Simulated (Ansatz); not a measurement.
Write a Python script for Ansatz 0.2.0, Python API that makes a comparison of functionals at one structure of NiAgF3, space group Pm-3m. Level of theory (first run): BLYP, PAW, cutoff 463 eV, 5×5×5 k-points, Gaussian smearing of 0.1 eV, collinear spin. The script varies functional: blyp, lda, r2scan.

```cif
data_structure
_symmetry_space_group_name_H-M 'P 1'
_symmetry_Int_Tables_number 1
_cell_length_a 4.0040
_cell_length_b 4.0040
_cell_length_c 4.0040
_cell_angle_alpha 90.000
_cell_angle_beta 90.000
_cell_angle_gamma 90.000
_cell_volume 64.19
loop_
_atom_site_label
_atom_site_type_symbol
_atom_site_fract_x
_atom_site_fract_y
_atom_site_fract_z
_atom_site_occupancy
Ni1 Ni 0.00000 0.00000 0.00000 1
Ag1 Ag 0.50000 0.50000 0.50000 1
F1 F 0.50000 0.00000 0.00000 1
F2 F 0.00000 0.50000 0.00000 1
F3 F 0.00000 0.00000 0.50000 1
```

Script `xc_niagf3.py`:
```python
"""One structure of NiAgF3 under several functionals."""

import ansatz as az

SETTINGS = {
    "max_scf": 80,
    "smearing_width": 0.1,
    "mesh": (5, 5, 5),
}

crystal = (
    az.Lattice.cubic(4.003954)
    .space_group(221)
    .atom("Ni", [0.0, 0.0, 0.0])
    .atom("Ag", [0.5, 0.5, 0.5])
    .atom("F", [0.5, 0.0, 0.0])
    .moments(Ni=2.0)
)

calculation = (
    crystal.calculation()
    .scf(max_iterations=SETTINGS["max_scf"])
    .basis(17 * az.Ha)
    .occupations(az.OccupationsMethod.GAUSSIAN, width=SETTINGS["smearing_width"])
    .kpoints(mesh=SETTINGS["mesh"], center="monkhorst-pack")
    .pseudopotentials("paw")
    .spin("collinear")
)

rows = []
for value in ["blyp", "lda", "r2scan"]:
    r = calculation.functional(value).run(threads=1, pin="off").report
    rows.append((value, r["free_energy_ev"] / len(r["lattice"]["sites"]), r["n_iterations"], r["magnetization_mub"], r["n_kpoints"]))

print("  functional   F/atom (eV)    iterations  moment (muB)      k-points")
for row in rows:
    print(f"{str(row[0]):>12s}  {row[1]:12.5f}  {row[2]:12d}  {row[3]:12.3f}  {row[4]:12d}")
```

Output of `python xc_niagf3.py`:
```text
DeckWarning: basis.ecutwfc = 462.593566181796 eV is below the records' recommended 500 eV, and the density's cutoff is lower with it unless basis.ecutrho_ratio is high enough to keep the records' density cutoff: compare with a run at a higher cutoff
  functional   F/atom (eV)    iterations  moment (muB)      k-points
        blyp   -3177.10189            13         2.000            10
         lda   -3122.01396            13         1.185            10
      r2scan   -3175.73639            15         2.000            10
```
(Warnings from the package without file and line.)

Reading the output:
- The cutoff lies under the one recommended for these potentials in some of the runs.
- Other magnetic orders than the one started from may lie lower.
- BLYP can be off by several per cent in the lattices of metals, and by several GPa in the pressure at a fixed cell.
- With one magnetic atom the cell can hold only ferromagnetic order.
- Without a Hubbard U or exact exchange, semilocal functionals often make such 3d compounds metallic or too weakly gapped.
- r2SCAN tends to overestimate the moments of itinerant magnets.
- The structure comes from a database of computed cells and needn't be a stable or known phase.
- Total energies of different functionals can't be compared; pressures, moments and gaps at this one structure can.
- Run time: 16 s on 1 thread of Arm Neoverse V2 (shared host), peak memory 0.5 GiB.
